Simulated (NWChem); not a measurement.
# GeHCl3 (SMILES [Cl][GeH]([Cl])[Cl]) at 4 levels

Aim: a comparison of 4 runs (HF/STO-3G, HF/3-21G, B3LYP/6-31G*) of GeHCl3. 

The results are computed with NWChem 7.3.0.

### Step 1. The molecule

The species is GeHCl3 (5 atoms), meant as a singlet with charge 0. As SMILES, `[Cl][GeH]([Cl])[Cl]`. Geometry: relaxed at PBE0-D4/def2-TZVP.

Bond lengths: Cl1–Ge2 2.126 Å, Ge2–Cl3 2.126 Å, Ge2–Cl4 2.126 Å, Ge2–H5 1.525 Å. Angles: Cl1–Ge2–Cl3 108.5°, Cl1–Ge2–Cl4 108.5°, Cl3–Ge2–Cl4 108.5°, Cl1–Ge2–H5 110.4°, Cl3–Ge2–H5 110.5°, Cl4–Ge2–H5 110.5°.

### Step 2. Energy and forces at HF/STO-3G (run 1)

input.nw reads:

```
START input
memory total 2200 mb

GEOMETRY units au noautosym nocenter noautoz
  Cl -2.22553046 -0.02418849  3.21385722
  Ge  0.19350796  0.17120919  0.01171630
  Cl  2.11252483 -3.34027990 -0.35016625
  Cl -2.06943908  0.72867839 -3.26128935
  H   2.08361203  2.32568594  0.30802536
END

BASIS spherical bse
  * library STO-3G
END

SCF
  thresh 1e-08
  maxiter 80
  print medium
END

TASK scf gradient
```

On the command line:

```sh
$ nwchem input.nw > input.out
```

Log:

```text
[...]
  functions       =    46
[...]
  wavefunction    = RHF
[...]
         Total SCF energy =  -3416.247581102019
      One-electron energy =  -5883.286129355537
      Two-electron energy =   1907.852968109823
 Nuclear repulsion energy =    559.185580143696
        Time for solution =      2.6s
[...]
                         RHF ENERGY GRADIENTS
    atom               coordinates                        gradient
                 x          y          z           x          y          z
   1 Cl     -2.225530  -0.024188   3.213857    0.001882  -0.000130  -0.002883
   2 Ge      0.193508   0.171209   0.011716   -0.021734  -0.024769  -0.003401
   3 Cl      2.112525  -3.340280  -0.350166   -0.001963   0.002797   0.000281
   4 Cl     -2.069439   0.728678  -3.261289    0.001728  -0.000797   0.002847
   5 H       2.083612   2.325686   0.308025    0.020088   0.022899   0.003156
[...]
```

Run time: 4.2 s. Hardware: 1 thread of Intel Xeon Platinum 8488C (Sapphire Rapids), shared host; peak memory 0.1 GiB.

### Step 3. Energy and forces at HF/3-21G (run 2)

job.xyz reads:

```xyz
5
Cl3GeH
Cl    -1.177700    -0.012800     1.700700
Ge     0.102400     0.090600     0.006200
Cl     1.117900    -1.767600    -0.185300
Cl    -1.095100     0.385600    -1.725800
H      1.102600     1.230700     0.163000
```

job.nw reads:

```
start job
title "Cl3GeH"
memory 2200 mb
geometry noautosym nocenter noautoz
load job.xyz
end
basis spherical bse
* library 3-21G
end
scf
nopen 0
rhf
thresh 1e-08
maxiter 80
end
task scf gradient
```

On the command line:

```sh
$ nwchem job.nw > job.out
```

Log:

```text
[...]
  functions       =    63
[...]
  wavefunction    = RHF
[...]
         Total SCF energy =  -3437.933345493591
      One-electron energy =  -5894.807608592962
      Two-electron energy =   1897.688642345947
 Nuclear repulsion energy =    559.185620753424
        Time for solution =      3.6s
[...]
                         RHF ENERGY GRADIENTS
    atom               coordinates                        gradient
                 x          y          z           x          y          z
   1 Cl     -2.225530  -0.024188   3.213857    0.017878   0.000805  -0.024555
   2 Ge      0.193508   0.171209   0.011716   -0.022705  -0.025875  -0.003549
   3 Cl      2.112525  -3.340280  -0.350166   -0.015256   0.026121   0.002672
   4 Cl     -2.069439   0.728678  -3.261289    0.016669  -0.004944   0.024891
   5 H       2.083612   2.325686   0.308025    0.003414   0.003893   0.000541
[...]
```

It took 5.4 s on 1 thread of Intel Xeon Platinum 8488C (Sapphire Rapids), shared host; peak memory 0.098 GiB.

Run 3 isn't shown in full; the table further down has it.

### Step 4. Energy and forces at B3LYP/6-31G(d) (Cartesian functions) (run 4)

mymol.nw reads:

```
start mymol
title "Cl3GeH B3LYP"
memory total 2200 mb
charge 0

geometry units bohr noautosym nocenter noautoz
  Cl  -2.22553046  -0.02418849   3.21385722
  Ge   0.19350796   0.17120919   0.01171630
  Cl   2.11252483  -3.34027990  -0.35016625
  Cl  -2.06943908   0.72867839  -3.26128935
  H    2.08361203   2.32568594   0.30802536
end

basis cartesian
  * library 6-31G*
end

dft
  xc b3lyp
  grid fine
  convergence energy 1e-08
  maxiter 100
  mulliken
  print medium
end

task dft gradient
```

On the command line:

```sh
$ nwchem mymol.nw > mymol.out
```

Log:

```text
[...]
          Wavefunction type:  closed shell.
          No. of atoms     :     5
          No. of electrons :    84
[...]
          Charge           :     0
          Spin multiplicity:     1
[...]
          AO basis - number of functions:    94
[...]
              XC Information
              --------------
                         B3LYP Method XC Potential
                     Hartree-Fock (Exact) Exchange  0.200
                        Slater Exchange Functional  0.800 local
                    Becke 1988 Exchange Functional  0.720 non-local
              Lee-Yang-Parr Correlation Functional  0.810
                  VWN I RPA Correlation Functional  0.190 local
[...]
 d= 0,ls=0.0,diis     1  -3457.9874882891 -4.02D+03  2.04D-02  1.65D+00     3.4
[...]
 d= 0,ls=0.0,diis     8  -3458.0799445249 -6.45D-09  6.34D-06  3.07D-07    19.5
         Total DFT energy =    -3458.079944524917
      One electron energy =    -5914.662400464398
           Coulomb energy =     2061.671532788726
    Exchange-Corr. energy =     -164.274656992941
 Nuclear repulsion energy =      559.185580143696
[...]
  wavefunction    = closed shell
                         DFT ENERGY GRADIENTS
    atom               coordinates                        gradient
                 x          y          z           x          y          z
   1 Cl     -2.225530  -0.024188   3.213857    0.006797   0.000061  -0.009677
   2 Ge      0.193508   0.171209   0.011716   -0.005162  -0.005880  -0.000803
   3 Cl      2.112525  -3.340280  -0.350166   -0.006212   0.009996   0.001015
   4 Cl     -2.069439   0.728678  -3.261289    0.006316  -0.002196   0.009733
   5 H       2.083612   2.325686   0.308025   -0.001739  -0.001981  -0.000267
[...]
```

Wall time 28 s (1 thread of Intel Xeon Platinum 8488C (Sapphire Rapids), shared host); peak memory 0.13 GiB.

### Step 5. The series

```csv
run,level,iteration cap,module,energy (Eh),dipole moment (D),HOMO energy (eV),LUMO energy (eV),wall time
1,HF/STO-3G,80,scf,-3416.247581,2.60,-11.24,5.96,4.2 s
2,HF/3-21G,80,scf,-3437.933345,2.65,-13.23,1.91,5.4 s
3,B3LYP/6-31G* (spherical functions),100,dft,-3458.065267,1.64,–,–,34 s
4,B3LYP/6-31G* (Cartesian functions),100,dft,-3458.079945,1.63,-9.03,-1.77,28 s
```

### Step 6. What came out

```
                       quantity           value
            run 4: total energy  -3458.07994 Eh
           run 4: dipole moment          1.63 D
             run 4: HOMO energy        -9.03 eV
             run 4: LUMO energy        -1.77 eV
           run 4: HOMO–LUMO gap         7.26 eV
run 4: largest force on an atom      0.608 eV/Å
```

What this shows: The dipole moment (its size) runs from 1.63 D (B3LYP/6-31G*) to 2.65 D (HF/3-21G). The two ends differ in method and basis. Over runs 1, 2, 4 the HOMO–LUMO gap runs from 7.26 eV (B3LYP/6-31G*) to 17.20 eV (HF/STO-3G). In run 1 the basis is minimal, so the values are rough. All runs together took 71 s, the longest 34 s.
